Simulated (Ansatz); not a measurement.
**Heated and quenched cell Cs8Pb8Br24, uniform strain +3.0 %**

Aim: follow the cell under a thermostat, then look at the structure it ends in and at its levels by PBEsol and HSE06.

All numbers are computed with Ansatz 0.2.0 (PAW, plane waves).

## Step 1: Starting point

40 atoms (8 Cs, 8 Pb, 24 Br); a = 12.116 Å, b = 12.116 Å, c = 12.116 Å, α = 90.00°, β = 90.00°, γ = 90.00°. All atoms were shaken off their sites by about 0.20 Å along each axis.

Plan of the steps: (2) PBEsol dynamics at the Γ point alone, on 1 × NVIDIA GB300 Max-Q with 8 threads of Arm Neoverse-V2; (3) PBEsol relaxation at the Γ point alone, on 1 × NVIDIA GB300 Max-Q with 8 threads of Arm Neoverse-V2; (4) HSE06 single point at the Γ point alone, on 1 × NVIDIA GB300 Max-Q with 8 threads of Arm Neoverse-V2.

## Step 2: Molecular dynamics with a thermostat

Input file in.yaml:

```yaml
accuracy: low
crystal:
  lattice:
    - [12.116230, 0.000000, 0.000000]
    - [0.000000, 12.116230, 0.000000]
    - [0.000000, 0.000000, 12.116230]
  atoms:
    - { symbol: Cs, position: [0.998810, 0.024749, 0.991712] }
    - { symbol: Cs, position: [0.023513, 0.991233, 0.481762] }
    - { symbol: Cs, position: [0.022166, 0.466818, 0.028288] }
    - { symbol: Cs, position: [0.989687, 0.474380, 0.501108] }
    - { symbol: Cs, position: [0.507683, 0.005787, 0.980795] }
    - { symbol: Cs, position: [0.502415, 0.011032, 0.508248] }
    - { symbol: Cs, position: [0.505029, 0.501405, 0.988071] }
    - { symbol: Cs, position: [0.498500, 0.484389, 0.477151] }
    - { symbol: Pb, position: [0.247013, 0.239365, 0.232280] }
    - { symbol: Pb, position: [0.235774, 0.282270, 0.761912] }
    - { symbol: Pb, position: [0.260652, 0.751374, 0.266372] }
    - { symbol: Pb, position: [0.256278, 0.744708, 0.768538] }
    - { symbol: Pb, position: [0.759368, 0.250976, 0.253710] }
    - { symbol: Pb, position: [0.774116, 0.249558, 0.754338] }
    - { symbol: Pb, position: [0.716757, 0.735442, 0.276943] }
    - { symbol: Pb, position: [0.773027, 0.752203, 0.752330] }
    - { symbol: Br, position: [0.250220, 0.268214, 0.993576] }
    - { symbol: Br, position: [0.256572, 0.270239, 0.492204] }
    - { symbol: Br, position: [0.274796, 0.745525, 0.975981] }
    - { symbol: Br, position: [0.252498, 0.764218, 0.517554] }
    - { symbol: Br, position: [0.763112, 0.248002, 0.010535] }
    - { symbol: Br, position: [0.768296, 0.236914, 0.513759] }
    - { symbol: Br, position: [0.734584, 0.751433, 0.005998] }
    - { symbol: Br, position: [0.773224, 0.787088, 0.487484] }
    - { symbol: Br, position: [0.989801, 0.281999, 0.259048] }
    - { symbol: Br, position: [0.011409, 0.246405, 0.750223] }
    - { symbol: Br, position: [0.997325, 0.727874, 0.276344] }
    - { symbol: Br, position: [0.992033, 0.780307, 0.767595] }
    - { symbol: Br, position: [0.495789, 0.265201, 0.266502] }
    - { symbol: Br, position: [0.492348, 0.260711, 0.751357] }
    - { symbol: Br, position: [0.538908, 0.754883, 0.249915] }
    - { symbol: Br, position: [0.499767, 0.750038, 0.752261] }
    - { symbol: Br, position: [0.247236, 0.016740, 0.223077] }
    - { symbol: Br, position: [0.253875, 0.018765, 0.740329] }
    - { symbol: Br, position: [0.242964, 0.526848, 0.240475] }
    - { symbol: Br, position: [0.223828, 0.469290, 0.754945] }
    - { symbol: Br, position: [0.743509, 0.996671, 0.237856] }
    - { symbol: Br, position: [0.767613, 0.008949, 0.750470] }
    - { symbol: Br, position: [0.755163, 0.479886, 0.265411] }
    - { symbol: Br, position: [0.732767, 0.488406, 0.760057] }
kpoints:
  mp_grid: { grid: [1, 1, 1] }
hamiltonian:
  xc: pbesol
scf:
  occupations: { method: fermi_dirac, width: 0.1 }
md:
  ensemble: nvt_langevin
  timestep: 2.5
  n_steps: 700
  temperature: 2200
  temperature_schedule: [{ n_steps: 300, end_temperature: 2200 }, { n_steps: 400, end_temperature: 300 }]
  friction: 0.02
  initial_velocities: maxwell_boltzmann
  seed: 1
```

Command:

```bash
$ ansatz run in.yaml --threads 8 --pin off --max-ram 118750MiB --runs-dir r --events-out ev --progress --plain --backend cuda --devices 0,
```

After this run come: PBEsol relaxation in the fixed cell; Single point with HSE06.

**Question.** What will these runs give? Wanted: for each run, top filled to lowest empty.

As calculated:

```
             level        time  top filled to lowest empty (eV)
PBEsol, relaxation  21 s (GPU)                             3.00
             HSE06  22 s (GPU)                             3.92
```

```
                                                    quantity                              value
                                                      length                700 steps of 2.5 fs
                         mean temperature of the first stage                             2106 K
                              temperature at the last sample  399 K (thermostat's target 300 K)
                                                median shift        Br 0.87, Cs 0.78, Pb 0.63 Å
                                                  relaxation  28 recorded steps, 3.40 eV gained
                                               largest shift                      1.95 Å (Br40)
mean count of neighbours within 1.2 times the covalent radii          Cs 7.12, Pb 3.00, Br 3.38
```

**What this shows.** Br shifted most, by a median 0.87 Å in 1.75 ps (first neighbours: 3.2 Å), so its atoms mostly kept their sites. Relaxation gains 3.40 eV, with shifts up to 1.95 Å (Br40). At the same k points, PBEsol gives a spacing 0.92 eV smaller than the 3.92 eV of HSE06. No spin–orbit coupling is included; with elements this heavy it would shift the edges. With one k point the spacing samples only the states that fold onto it, so it can exceed the gap over the zone.
